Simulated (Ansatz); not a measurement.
Predict the output of the script below (Ansatz 0.2.0, Python API).

`ch4fnte.py`:
```python
# -*- coding: utf-8 -*-
"""Bending curve of CH4FNTe."""

import ansatz as az
from ase import Atoms


def main():
    atoms = Atoms(["N", "C", "F", "Te", "H", "H", "H", "H"], positions=[
        (0.1365, 1.3014, -0.2948),
        (0.395, -0.0073, 0.1417),
        (1.3976, -0.5185, -0.6338),
        (-1.2498, -1.2691, -0.0415),
        (-0.2549, 1.2828, -1.3096),
        (-0.7014, 1.7231, 0.2751),
        (0.7443, 0.0247, 1.2099),
        (-0.3752, -2.5943, 0.597),
    ])

    # start the scan from a relaxed geometry
    first = (
        az.Crystal.molecule_from_ase(atoms).calculation()
        .basis(gaussian="def2-SVP")
        .functional("R2SCAN0")
        .relax(force_tolerance=0.02, max_steps=80)
    )
    atoms.positions = first.run(threads=1).report["positions_ang"]

    rows = []
    for angle in [85, 95, 105, 115, 125, 140, 160]:
        bent = atoms.copy()
        bent.set_angle(1, 3, 7, angle, indices=[7])
        job = (
            az.Crystal.molecule_from_ase(bent).calculation()
            .basis(gaussian="def2-SVP")  # atom-centred Gaussian functions
            .functional("R2SCAN0")
        )
        rows.append((angle, job.run(threads=1).report["free_energy_ev"]))
    floor = min(e for _, e in rows)
    for angle, e in rows:
        print(f"angle C1-Te3-H7 = {angle:3d} deg   {1000 * (e - floor):9.1f} meV")


if __name__ == "__main__":
    main()
```

```console
$ python ch4fnte.py
angle C1-Te3-H7 =  85 deg        38.9 meV
angle C1-Te3-H7 =  95 deg         0.0 meV
angle C1-Te3-H7 = 105 deg        65.8 meV
angle C1-Te3-H7 = 115 deg       226.4 meV
angle C1-Te3-H7 = 125 deg       473.7 meV
angle C1-Te3-H7 = 140 deg       989.3 meV
angle C1-Te3-H7 = 160 deg      1885.5 meV
```

The scan is rigid, and the energies are electronic, in a modest basis. The zero is the lowest point of the grid, which needn't be the minimum. def2 sets replace the cores of elements past krypton by effective core potentials. Hardware and time: 2.1 min on 1 thread of Arm Neoverse V1, on a shared host, peak memory 0.28 GiB.

(A comment or docstring line of the script was reworded after the run, the code is as it ran; lines on the test bed's own set-up are left out of the output.)
